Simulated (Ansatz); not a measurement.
# C₄HF₅: one species, many methods

An exercise on one series of results from a longer session: the logs are not shown, and one member is left open.

The runs use Ansatz 0.2.0, Gaussian basis; functionals in def2-TZVPP, the program's frozen cores in correlated methods.

The runs, in order: LDA (SPW92), PBE-D4, revPBE-D4, BLYP-D4, r2SCAN-D4, B97M-V, PBE0-D4, B3LYP-D4, r2SCANh-D4, r2SCAN0-D4, HSE06-D4, BHLYP-D4, CAM-B3LYP-D4, LC-ωPBE, ωB97X-V, ωB97M-V, B2PLYP, PBE-QIDH; CCSD(T)/def2-SVP; MP2/def2-TZVPP; MP2/def2-QZVPP; RPA on PBE.

## Structure used throughout

All runs share one geometry, relaxed beforehand with PBE0-D4 in a triple-zeta def2 set.

SMILES `FC(F)C#CC(F)(F)F`, 10 atoms, charge 0, spin multiplicity 1.

Atoms are counted from 1 here; the program's logs count them from 0.

Bond lengths: F1–C2 1.351 Å, C2–F3 1.351 Å, C2–C4 1.463 Å, C2–H10 1.095 Å, C4–C5 1.196 Å, C5–C6 1.464 Å, C6–F7 1.332 Å, C6–F8 1.334 Å, C6–F9 1.334 Å. Angles: F1–C2–F3 108.1°, F1–C2–C4 110.1°, F1–C2–H10 108.4°, F3–C2–C4 110.1°, F3–C2–H10 108.4°, C4–C2–H10 111.5°, C2–C4–C5 177.8°, C4–C5–C6 179.5°, C5–C6–F7 111.1°, C5–C6–F8 110.9°, C5–C6–F9 110.9°, F7–C6–F8 107.9°, F7–C6–F9 107.9°, F8–C6–F9 107.9°.

The first run:

File in.yaml:

```yaml
crystal:
  periodic: [false, false, false]
  atoms:
    - {symbol: F, position_ang: [2.798054, -0.319938, 0.428316]}
    - {symbol: C, position_ang: [1.919363, -0.564679, -0.567899]}
    - {symbol: F, position_ang: [1.959920, -1.885552, -0.847370]}
    - {symbol: C, position_ang: [0.569924, -0.178050, -0.155889]}
    - {symbol: C, position_ang: [-0.534749, 0.167794, 0.145137]}
    - {symbol: C, position_ang: [-1.887090, 0.583164, 0.523041]}
    - {symbol: F, position_ang: [-2.305911, -0.072138, 1.604883]}
    - {symbol: F, position_ang: [-2.751619, 0.342406, -0.463335]}
    - {symbol: F, position_ang: [-1.925771, 1.888533, 0.792916]}
    - {symbol: H, position_ang: [2.241079, -0.012541, -1.456900]}
basis:
  gaussian: {orbitals: def2-TZVPP}
hamiltonian: {xc: lda}
output: {orbitals: {seedname: orbitals}}
```

On the command line:

```console
$ ansatz run in.yaml --threads 4 --pin off --events-out ev --progress --plain --max-ram 11315MiB
```

Steps of the session up to this table: LDA; PBE-D4 (GGA); revPBE-D4 (GGA); BLYP-D4 (GGA); r2SCAN-D4 (meta-GGA); B97M-V (meta-GGA); PBE0-D4 (hybrid); B3LYP-D4 (hybrid); r2SCANh-D4 (hybrid); r2SCAN0-D4 (hybrid); HSE06-D4 (hybrid); BHLYP-D4 (hybrid); CAM-B3LYP-D4 (range-separated); LC-ωPBE (range-separated); ωB97X-V (range-separated); ωB97M-V (range-separated); B2PLYP (double hybrid); PBE-QIDH (double hybrid).

One table of the session follows, with a row left open; its other results are not shown here.

It belongs to the step «Frontier levels by functional». 

| functional | HOMO (eV) | gap (eV) |
| --- | --- | --- |
| LDA (SPW92) | -8.49 | 6.13 |
| PBE-D4 | -8.25 | 6.22 |
| revPBE-D4 | -8.15 | 6.26 |
| BLYP-D4 | -8.11 | 6.22 |
| r2SCAN-D4 | -8.55 | 6.73 |
| B97M-V | -8.54 | 6.87 |
| PBE0-D4 | -9.63 | 8.61 |
| B3LYP-D4 | -9.39 | 8.12 |
| r2SCANh-D4 | -9.06 | 7.60 |
| r2SCAN0-D4 | -9.83 | 8.92 |
| HSE06-D4 | ? | ? |
| BHLYP-D4 | -10.85 | 10.97 |
| CAM-B3LYP-D4 | -11.06 | 11.19 |
| LC-ωPBE | -12.48 | 13.85 |
| ωB97X-V | -12.04 | 13.35 |
| ωB97M-V | -11.92 | 13.12 |

Estimate the missing values for HSE06-D4.

**Answer.** HOMO (eV): -9.22; gap (eV): 7.81. In the column «HOMO (eV)» it lies between B3LYP-D4 (-9.39) and r2SCANh-D4 (-9.06).
